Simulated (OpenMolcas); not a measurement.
**One shape, several levels: As4 (arsenic tetramer)**

We compute a comparison of 6 runs (HF/STO-3G, HF/3-21G, BHLYP/cc-pVDZ, BLYP/cc-pVDZ, PBE/cc-pVDZ, CCSD(T)/cc-pVDZ) of As4 (arsenic tetramer). 

The calculation is run with OpenMolcas 26.06.

### Step 1. The molecule

The species is As4 (4 atoms), meant as a singlet with charge 0. SMILES: `[As]12[As]3[As]1[As]23`. The shape is that of a PBE0-D4/def2-TZVP optimisation.

Bond lengths: As1–As2 2.424 Å, As1–As3 2.424 Å, As2–As3 2.424 Å, As1–As4 2.424 Å, As2–As4 2.424 Å, As3–As4 2.424 Å. Some angles: As1–As2–As3 60.0°, As1–As2–As4 60.0°, As3–As2–As4 60.0°, As2–As1–As3 60.0°, As2–As1–As4 60.0°, As3–As1–As4 60.0°, As1–As3–As2 60.0°, As1–As3–As4 60.0°, As2–As3–As4 60.0°, As1–As4–As2 60.0°.

### Step 2. Energy and forces at HF/STO-3G (run 1)

The input, job.input:

```
>>> EXPORT MOLCAS_PRINT=2

&GATEWAY
  BasLib = $CurrDir
  Coord
  4
  angstrom
  As       0.408230      -1.037610       0.980150
  As      -0.244980       1.281220       0.708840
  As      -1.243230      -0.430680      -0.687660
  As       1.079970       0.187070      -1.001320
  Basis = STO-3G
  Group = NoSym

&SEWARD

&SCF
  Thresholds = 1e-10 1e-07 1e-07 1e-05
  PrOrbitals = 0

&ALASKA
```

The basis set STO-3G is read from a file made from the Basis Set Exchange's data (not shown).

On the command line:

```bash
$ export MOLCAS_MEM=1860
$ pymolcas job.input > job.log
```

Log:

```text
--- Start Module: gateway ---
[...]
--- Stop Module: gateway /rc=_RC_ALL_IS_WELL_ ---
[...]
      Basis functions           72
[...]
--- Start Module: scf ---
[...]
       Convergence after   8 Iterations
[...]
::    Total SCF energy                              -8837.2601099646
[...]
      Total spin, S                                     0.0000000000
[...]
      Total electronic charge=  132.000000
      Total            charge=   -0.000000
[...]
      Dipole Moment (debye):
      Origin of the operator (angstrom)=   -0.0000    0.0000    0.0000
                   X=  4.5489E-09               Y= -8.2188E-07               Z= -9.5666E-08           Total=  8.2744E-07
      Quadrupole Moment (debye*angstrom):
[...]
--- Stop Module: scf /rc=_RC_ALL_IS_WELL_ ---
--- Start Module: alaska ---
[...]
 *              Molecular gradients               *
 **************************************************
  Irreducible representation: a
 ------------------------------------------------------------------------------------------
                              X                       Y                       Z
 ------------------------------------------------------------------------------------------
  AS1               1.15200323333582E-02   -2.92824629566155E-02    2.76621119891871E-02
  AS2              -6.91312322964421E-03    3.61593251558787E-02    2.00071457927180E-02
  AS3              -3.50849654659555E-02   -1.21558571825631E-02   -1.94083661903903E-02
  AS4               3.04780563621705E-02    5.27899498343487E-03   -2.82608915918416E-02
 ------------------------------------------------------------------------------------------
--- Stop Module: alaska /rc=_RC_ALL_IS_WELL_ ---
[...]
```

Wall time 5.4 s (1 thread of Intel Xeon 6975P-C (Granite Rapids), shared host); peak memory 0.42 GiB.

### Step 3. Energy and gradient at HF/3-21G (run 2)

The input, struct.xyz:

```xyz
4

As     0.408230    -1.037610     0.980150
As    -0.244980     1.281220     0.708840
As    -1.243230    -0.430680    -0.687660
As     1.079970     0.187070    -1.001320
```

The input, test.input:

```
&GATEWAY
  BasLib=$CurrDir
  Coord=struct.xyz
  Basis=3-21G
  Group=NoSym

&SEWARD

&SCF
  Thresholds=1e-10 1e-07 1e-07 1e-05
  PrOrbitals=1 2

&ALASKA
```

The basis set 3-21G is read from a file made from the Basis Set Exchange's data (not shown).

On the command line:

```bash
$ export MOLCAS_MEM=1860
$ pymolcas test.input > test.log
```

Log:

```text
--- Start Module: gateway ---
[...]
--- Stop Module: gateway /rc=_RC_ALL_IS_WELL_ ---
[...]
      Basis functions           88
[...]
--- Start Module: scf ---
[...]
       Convergence after  10 Iterations
[...]
::    Total SCF energy                              -8893.7140395320
[...]
      Total spin, S                                     0.0000000000
[...]
      Total electronic charge=  132.000000
      Total            charge=   -0.000000
[...]
      Dipole Moment (debye):
      Origin of the operator (angstrom)=   -0.0000    0.0000    0.0000
                   X=  1.0725E-08               Y= -1.9240E-06               Z= -2.2373E-07           Total=  1.9370E-06
      Quadrupole Moment (debye*angstrom):
[...]
--- Stop Module: scf /rc=_RC_ALL_IS_WELL_ ---
[...]
--- Start Module: alaska ---
[...]
 *              Molecular gradients               *
 **************************************************
  Irreducible representation: a
 ------------------------------------------------------------------------------------------
                              X                       Y                       Z
 ------------------------------------------------------------------------------------------
  AS1              -2.03135391133173E-02    5.16294938927189E-02   -4.87690365234528E-02
  AS2               1.21900103098973E-02   -6.37492874736409E-02   -3.52676294461887E-02
  AS3               6.18608486487489E-02    2.14283207429560E-02    3.42150848276930E-02
  AS4              -5.37373198456379E-02   -9.30852716179231E-03    4.98215811419129E-02
 ------------------------------------------------------------------------------------------
--- Stop Module: alaska /rc=_RC_ALL_IS_WELL_ ---
[...]
```

Wall time 6.9 s (1 thread of Intel Xeon 6975P-C (Granite Rapids), shared host); peak memory 0.48 GiB.

Runs 3 to 4 aren't shown in full; the table further down has their settings and results.

### Step 4. Energy and gradient at PBE/cc-pVDZ (run 5)

The input, coord.xyz:

```xyz
4

As     0.408230    -1.037610     0.980150
As    -0.244980     1.281220     0.708840
As    -1.243230    -0.430680    -0.687660
As     1.079970     0.187070    -1.001320
```

The input, run.input:

```
&GATEWAY
 BasLib = $CurrDir
 Coord = coord.xyz
 Basis = cc-pVDZ
 Group = NoSym

&SEWARD
 GridInput
 Grid=UltraFine
 End of Grid

&SCF
 KSDFT = PBE
 Thresholds = 1e-10 1e-07 1e-07 1e-05
 PrOrbitals = 1

&ALASKA
```

The basis set cc-pVDZ is read from a file made from the Basis Set Exchange's data (not shown).

On the command line:

```bash
$ export MOLCAS_MEM=1860
$ pymolcas run.input > run.log
```

Log:

```text
--- Start Module: gateway ---
[...]
--- Stop Module: gateway /rc=_RC_ALL_IS_WELL_ ---
[...]
      Basis functions          108
[...]
--- Start Module: scf ---
[...]
       Convergence after  11 Iterations
[...]
::    Total KS-DFT energy                           -8942.1774453353
[...]
      Total spin, S                                     0.0000000000
[...]
      Total electronic charge=  132.000000
      Total            charge=   -0.000000
[...]
      Dipole Moment (debye):
      Origin of the operator (angstrom)=   -0.0000    0.0000    0.0000
                   X= -8.7954E-07               Y= -3.9507E-06               Z= -1.3831E-06           Total=  4.2773E-06
      Quadrupole Moment (debye*angstrom):
[...]
--- Stop Module: scf /rc=_RC_ALL_IS_WELL_ ---
[...]
--- Start Module: alaska ---
[...]
 *              Molecular gradients               *
 **************************************************
  Irreducible representation: a
 ------------------------------------------------------------------------------------------
                              X                       Y                       Z
 ------------------------------------------------------------------------------------------
  AS1              -4.98670457582762E-03    1.26076899699541E-02   -1.19142201404401E-02
  AS2               2.97157067810971E-03   -1.55633219873152E-02   -8.61901315151670E-03
  AS3               1.51241627538496E-02    5.25079249870686E-03    8.37609865305922E-03
  AS4              -1.31090288563200E-02   -2.29516048118583E-03    1.21571346387555E-02
 ------------------------------------------------------------------------------------------
--- Stop Module: alaska /rc=_RC_ALL_IS_WELL_ ---
[...]
```

Wall time 40 s (1 thread of Intel Xeon 6975P-C (Granite Rapids), shared host); peak memory 0.63 GiB.

### Step 5. The energy at CCSD(T)/cc-pVDZ (Cholesky decomposition) (run 6)

The input, run.input:

```
&GATEWAY
  BASLIB = $CurrDir
  COORD
  4
  bohr
  As     0.77144290    -1.96079872     1.85221506
  As    -0.46294511     2.42115491     1.33951347
  As    -2.34936421    -0.81386725    -1.29948907
  As     2.04084752     0.35351107    -1.89222056
  BASIS = cc-pVDZ
  GROUP = NoSym

&SEWARD
  HIGH

&SCF
  THRESHOLDS = 1e-10 1e-07 1e-07 1e-05
  PRORBITALS = 1 2

&CHCC
  FROZEN = 36
  THRESHOLD = 1e-08
  MAXITERATIONS = 80

&CHT3
  FROZEN = 36
```

The basis set cc-pVDZ is read from a file made from the Basis Set Exchange's data (not shown).

On the command line:

```bash
$ export MOLCAS_MEM=1860
$ pymolcas run.input > run.log
```

Log:

```text
--- Start Module: gateway ---
[...]
--- Stop Module: gateway /rc=_RC_ALL_IS_WELL_ ---
[...]
      Basis functions          108
[...]
       Convergence after  12 Iterations
[...]
::    Total SCF energy                              -8936.7629193180
[...]
      Total spin, S                                     0.0000000000
[...]
      Total electronic charge=  132.000000
      Total            charge=   -0.000000
[...]
      Dipole Moment (debye):
      Origin of the operator (angstrom)=   -0.0000    0.0000    0.0000
                   X= -9.7918E-08               Y= -4.3685E-06               Z= -1.6861E-07           Total=  4.3729E-06
      Quadrupole Moment (debye*angstrom):
[...]
--- Start Module: chcc ---
[...]
--- Stop Module: chcc /rc=_RC_ALL_IS_WELL_ ---
[...]
--- Start Module: cht3 ---
[...]
--- Stop Module: cht3 /rc=_RC_ALL_IS_WELL_ ---
[...]
```

It took 5 min on 1 thread of Intel Xeon 6975P-C (Granite Rapids), shared host; peak memory 0.14 GiB.

### Step 6. The series

| run | level | integration grid | integral approximation | energy (Eh) | dipole moment (D) of the reference | HOMO energy (eV) | LUMO energy (eV) | wall time |
| --- | --- | --- | --- | --- | --- | --- | --- | --- |
| 1 | HF/STO-3G | – | none | -8837.260110 | 0.00 | -6.49 | 5.93 | 5.4 s |
| 2 | HF/3-21G | – | none | -8893.714040 | 0.00 | -9.34 | 1.68 | 6.9 s |
| 3 | BHLYP/cc-pVDZ | UltraFine | none | -8943.419545 | 0.00 | -7.70 | -0.05 | 44 s |
| 4 | BLYP/cc-pVDZ | UltraFine | none | -8943.695202 | 0.00 | -5.73 | -1.41 | 43 s |
| 5 | PBE/cc-pVDZ | UltraFine | none | -8942.177445 | 0.00 | -6.02 | -1.63 | 40 s |
| 6 | CCSD(T)/cc-pVDZ (Cholesky decomposition) | – | CD high | -8937.295940 | 0.00 | -8.92 | 2.10 | 5 min |

### Step 7. Results

| quantity | value |
| --- | --- |
| run 6: total energy | -8937.29594 Eh |
| run 6: dipole moment (mean-field density) | 0.00 D |
| run 6: HOMO energy (Hartree–Fock orbitals) | -8.92 eV |
| run 6: LUMO energy (Hartree–Fock orbitals) | 2.10 eV |
| run 6: HOMO–LUMO gap (Hartree–Fock orbitals) | 11.02 eV |
| run 6: correlation energy (36 core orbitals frozen) | -533.0 mEh |
| run 6: (T) correction | -29.64 mEh |

In words: Over runs 1, 2, 3, 4, 5 the HOMO–LUMO gap runs from 4.32 eV (BLYP/cc-pVDZ) to 12.42 eV (HF/STO-3G). The two ends differ in method and basis. Totals of different functionals can't be ranked against each other. In run 1 the basis is minimal, so the values are rough. All runs together took 7.3 min, the longest 5 min.
